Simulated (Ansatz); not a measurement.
# CH₃NSn: taking an electron away

The task here is to estimate one member of a computed series from the others.

Program: Ansatz 0.2.0, Gaussian basis. Level of theory: unrestricted cation, the program's frozen cores in correlated methods. These are calculated values, not measurements.

Levels to be run: UKS PBE-D4/def2-TZVPP; UKS r2SCAN-D4/def2-TZVPP; UKS PBE0-D4/def2-TZVPP; UKS B3LYP-D4/def2-TZVPP; UKS wB97X-V/def2-TZVPP; UKS wB97M-V/def2-TZVPP; UKS B2PLYP/def2-TZVPP; UHF-CCSD(T)/def2-TZVPP; UHF-MP2/def2-QZVPP; extrapolation to the limit; then −ε(HOMO) from the neutral's earlier runs with LDA (SPW92), PBE-D4, revPBE-D4, BLYP-D4, r2SCAN-D4, B97M-V, PBE0-D4, B3LYP-D4, r2SCANh-D4, r2SCAN0-D4, HSE06-D4, BHLYP-D4, CAM-B3LYP-D4, LC-ωPBE, ωB97X-V, ωB97M-V.

## Structure used throughout

An earlier PBE0-D4 in a triple-zeta def2 set relaxation fixed the geometry. Sn takes the def2 core potential; no spin-orbit term is included.

6 atoms, charge 0, spin multiplicity 1.

Atoms are counted from 1 here; the program's logs count them from 0.

Bond lengths: C1–N2 1.152 Å, C1–H4 1.071 Å, Sn3–H5 1.762 Å, Sn3–H6 1.762 Å. Angles: N2–C1–H4 175.2°, H5–Sn3–H6 93.2°.

Set-up of the first run:

in.yaml reads:

```yaml
crystal:
  periodic: [false, false, false]
  atoms:
    - {symbol: C, position_ang: [-0.129076, -1.564608, 0.090631]}
    - {symbol: N, position_ang: [-1.054896, -0.896813, -0.065707]}
    - {symbol: Sn, position_ang: [0.866499, 1.136157, 0.007666]}
    - {symbol: H, position_ang: [0.675597, -2.256356, 0.234715]}
    - {symbol: H, position_ang: [-0.011062, 1.665761, -1.424956]}
    - {symbol: H, position_ang: [-0.304960, 1.851958, 1.111450]}
basis:
  gaussian: {orbitals: def2-TZVPP}
total_charge: 1
magnetization: {spin_polarized: true, initial_magnetization: 1}
hamiltonian: {xc: pbe, dispersion: d4}
```

Command:

```console
ansatz run in.yaml --threads 2 --pin off --events-out ev --progress --plain --max-ram 4352MiB
```

Among the steps run: Cation, UKS PBE-D4/def2-TZVPP; Cation, UKS r2SCAN-D4/def2-TZVPP; Cation, UKS PBE0-D4/def2-TZVPP; Cation, UKS B3LYP-D4/def2-TZVPP; Cation, UKS wB97X-V/def2-TZVPP; Cation, UKS wB97M-V/def2-TZVPP; Cation, UKS B2PLYP (frozen core)/def2-TZVPP; Cation, UHF-CCSD(T)/def2-TZVPP; Cation, UHF-MP2/def2-QZVPP.

One table of the session follows, with a row left open; its other results are not shown here.

For comparison, −ε(HOMO) of the neutral from earlier runs:

```
  functional  −ε(HOMO) (eV)
 LDA (SPW92)           5.51
      PBE-D4           5.35
   revPBE-D4           5.30
     BLYP-D4           5.25
   r2SCAN-D4           5.55
      B97M-V           5.47
     PBE0-D4              ?
    B3LYP-D4           6.12
  r2SCANh-D4           5.89
  r2SCAN0-D4           6.40
    HSE06-D4           5.86
    BHLYP-D4           7.07
CAM-B3LYP-D4           7.46
     LC-ωPBE           8.63
     ωB97X-V           8.35
     ωB97M-V           8.26
```

Q: Estimate the row for PBE0-D4 from the others.

As computed: −ε(HOMO) (eV): 6.25. In the column «−ε(HOMO) (eV)» it lies between B3LYP-D4 (6.12) and r2SCAN0-D4 (6.40).
